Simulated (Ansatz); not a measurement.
# C₂H₅OSi radical: small, medium and large basis sets

The task here is to estimate one member of a computed series from the others.

The runs use Ansatz 0.2.0, Gaussian basis; one geometry, several basis sets.

The runs, in order: PBE0-D4/def2-SVP; ωB97M-V/def2-SVP; PBE0-D4/def2-QZVPP; ωB97M-V/def2-QZVPP; CCSD(T)/cc-pV(D+d)Z; CCSD(T)/cc-pV(T+d)Z; CCSD(T)/cc-pV(Q+d)Z; the functionals' def2-TZVPP values are taken from earlier runs.

## The geometry

An earlier PBE0-D4 in a triple-zeta def2 set relaxation fixed the geometry.

SMILES `[CH]=C[SiH2]O`, 9 atoms, charge 0, spin multiplicity 2.

Atoms are counted from 1 here; the program's logs count them from 0.

Bond lengths: C1–C2 1.303 Å, C1–H5 1.082 Å, C2–Si3 1.867 Å, C2–H6 1.098 Å, Si3–O4 1.649 Å, Si3–H7 1.482 Å, Si3–H8 1.486 Å, O4–H9 0.958 Å. Angles: C2–C1–H5 139.7°, C1–C2–Si3 121.3°, C1–C2–H6 120.0°, Si3–C2–H6 118.7°, C2–Si3–O4 111.6°, C2–Si3–H7 110.2°, C2–Si3–H8 107.6°, O4–Si3–H7 104.5°, O4–Si3–H8 112.0°, H7–Si3–H8 110.9°, Si3–O4–H9 117.1°.

As a file:

| atom | x (Å) | y (Å) | z (Å) |
| --- | --- | --- | --- |
| C1 | -0.15971 | 1.13482 | -1.51611 |
| C2 | 0.35795 | 0.83013 | -0.35973 |
| Si3 | 0.22987 | -0.89799 | 0.33604 |
| O4 | -0.61211 | -0.92144 | 1.75328 |
| H5 | -0.25979 | 1.98558 | -2.17759 |
| H6 | 0.87959 | 1.59725 | 0.22711 |
| H7 | 1.57496 | -1.40785 | 0.69356 |
| H8 | -0.40316 | -1.75342 | -0.70077 |
| H9 | -1.51910 | -0.61340 | 1.72701 |

Set-up of the first run:

Contents of in.yaml:

```yaml
crystal:
  periodic: [false, false, false]
  atoms:
    - {symbol: C, position_ang: [-0.159707, 1.134822, -1.516112]}
    - {symbol: C, position_ang: [0.357949, 0.830134, -0.359734]}
    - {symbol: Si, position_ang: [0.229873, -0.897985, 0.336042]}
    - {symbol: O, position_ang: [-0.612107, -0.921437, 1.753279]}
    - {symbol: H, position_ang: [-0.259792, 1.985583, -2.177587]}
    - {symbol: H, position_ang: [0.879586, 1.597252, 0.227114]}
    - {symbol: H, position_ang: [1.574960, -1.407852, 0.693557]}
    - {symbol: H, position_ang: [-0.403165, -1.753419, -0.700770]}
    - {symbol: H, position_ang: [-1.519095, -0.613397, 1.727012]}
basis:
  gaussian: {orbitals: def2-SVP}
magnetization: {spin_polarized: true, initial_magnetization: 1}
hamiltonian: {xc: pbe0, dispersion: d4}
output: {orbitals: {seedname: orbitals}}
```

Started as:

```sh
$ ansatz run in.yaml --threads 2 --pin off --events-out ev --progress --plain --max-ram 22528MiB --backend cpu
```

Steps of the session up to this table: PBE0-D4 in def2-SVP; ωB97M-V in def2-SVP; PBE0-D4 in def2-QZVPP; ωB97M-V in def2-QZVPP.

One of the session's tables, all rows but one given; the rest of the session is left out.

| functional | basis | HOMO (eV) | LUMO (eV) |
| --- | --- | --- | --- |
| PBE0-D4 | def2-SVP | -6.59 | -1.65 |
| PBE0-D4 | def2-TZVPP | -6.67 | -1.86 |
| PBE0-D4 | def2-QZVPP | ? | ? |
| ωB97M-V | def2-SVP | -8.57 | 0.31 |
| ωB97M-V | def2-TZVPP | -8.68 | -0.06 |
| ωB97M-V | def2-QZVPP | -8.70 | -0.15 |

Q: Estimate the row for PBE0-D4, def2-QZVPP from the others.

**Answer.** HOMO (eV): -6.69; LUMO (eV): -1.91. In the column «HOMO (eV)» it lies between ωB97M-V, def2-SVP (-8.57) and PBE0-D4, def2-TZVPP (-6.67).
